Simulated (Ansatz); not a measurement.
**BGeHCl (quartet): wave-function methods side by side at distance B2–Ge3 = 3.225 Å, cc-pVDZ**

The task here is to estimate one member of a computed series from the others.

The runs use Ansatz 0.2.0, Gaussian basis; cc-pVDZ, core rule «outside noble gas», up to 20 orbitals frozen.

Plan: UHF; CCSD(T) on ROHF; CCSD(T) on UHF; BCCD(T) on ROHF; CISD; CCSDT(Q) on ROHF; CCSDT(Q) on UHF; CASSCF and MRCISD+Q, 5 electrons in 5 orbitals; CASSCF and NEVPT2, 5 electrons in 5 orbitals.

23 further runs of the same task are left out: 1 for a mislabelled method, 18 that didn't finish, 4 set aside as unsound or not needed.

## What is computed

The geometry derives from a PBE0/def2-TZVP stationary point (not a proven minimum). One bond is set to the value named and the two fragments are kept rigid. No spin-orbit coupling is included. The filled d shell of Ge may be among the frozen orbitals whatever the setting's name suggests; the logs give the count.

4 atoms, charge 0, spin multiplicity 4.

Atoms are counted from 1 here; the program's logs count them from 0.

Bond lengths: Cl1–B2 1.724 Å, Ge3–H4 1.547 Å.

The first run:

File in.yaml:

```yaml
crystal:
  periodic: [false, false, false]
  atoms:
    - {symbol: Cl, position_ang: [0.000000, 0.222344, 2.835035]}
    - {symbol: B, position_ang: [0.000000, 1.115740, 1.360153]}
    - {symbol: Ge, position_ang: [0.000000, -0.281802, -1.546306]}
    - {symbol: H, position_ang: [0.000000, 0.520951, -2.868690]}
basis:
  gaussian: {orbitals: cc-pVDZ}
magnetization: {spin_polarized: true, initial_magnetization: 3}
hamiltonian: {xc: hf}
output: {orbitals: {seedname: orbitals}}
```

Started as:

```bash
ansatz run in.yaml --threads 1 --pin off --events-out ev --progress --plain --max-ram 2393MiB
```

Among the steps run: UHF; CCSD(T) on ROHF; CCSD(T) on UHF; BCCD(T) on ROHF; CISD; CCSDT(Q) on ROHF; CCSDT(Q) on UHF; CASSCF and MRCISD+Q, 5 electrons in 5 orbitals; CASSCF and NEVPT2, 5 electrons in 5 orbitals.

One of the session's tables, all rows but one given; the rest of the session is left out.

| method | from RCCSDT(Q) (meV) |
| --- | --- |
| ROHF | +8440.6 |
| UHF | +8142.7 |
| RMP2 | +1617.6 |
| UMP2 | +1642.3 |
| CISD | +1290.9 |
| RCCSD | +369.1 |
| UCCSD | +347.4 |
| RCCSD(T) | ? |
| UCCSD(T) | +84.2 |
| BCCD(T) | +96.0 |
| RCCSDT | +25.1 |
| UCCSDT | +8.5 |
| RCCSDT(Q) | 0 |
| UCCSDT(Q) | -18.5 |
| CASSCF pair | +7803.4 |
| NEVPT2 pair | +1506.0 |
| MRCISD pair | +1077.8 |
| MRCISD+Q pair | +215.3 |

Q: Estimate the row for RCCSD(T) from the others.

The run gave: from RCCSDT(Q) (meV): +102.1. In the column «from RCCSDT(Q) (meV)» it lies between BCCD(T) (+96.0) and MRCISD+Q pair (+215.3).

Caveats from the session: Restricted and unrestricted rows rest on different reference determinants; where their highest levels disagree by more than a few hundredths of an eV, they describe different states and don't form one ladder.
